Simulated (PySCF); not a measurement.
# C5H3BrClF: the cost of one run

Programs: PySCF 2.14.0, with routines of our own; each step states its level. All values are computed. Atoms count from 0.

## Step 1: The starting structure

11 atoms, charge 0, multiplicity 1; geometry from: GFN2-xTB.

## Step 2: Optimising the geometry at PBE0/def2-SV(P)

Job settings and geometry (Å):

```
{"job": {"xc": "PBE0", "basis": "def2-SV(P)", "grid": 1, "kind": "geom"}, "charge": 0, "multiplicity": 1}
C      2.083935     1.257063    -0.307426
C      1.036246     0.699294    -0.126891
C     -0.207075     0.064637     0.085976
C     -1.370101     0.720506     0.154150
Br    -1.502393     2.583422     0.007168
C     -0.154834    -1.431359     0.200210
F     -1.271915    -1.937644     0.777242
Cl    -0.006390    -2.143594    -1.447844
H      2.999263     1.745752    -0.463354
H     -2.311112     0.219413     0.314692
H      0.709802    -1.774818     0.780112
```

On the command line:

```bash
> OMP_NUM_THREADS=1 python excited_run.py task.json out
```

The driver reads the jobs from task.json and runs them one after another.

**Question.** How long does this first job take on 1 thread of Arm Neoverse V2, shared host, and how much memory does it need?

About 59 s, with a peak of 0.66 GiB.
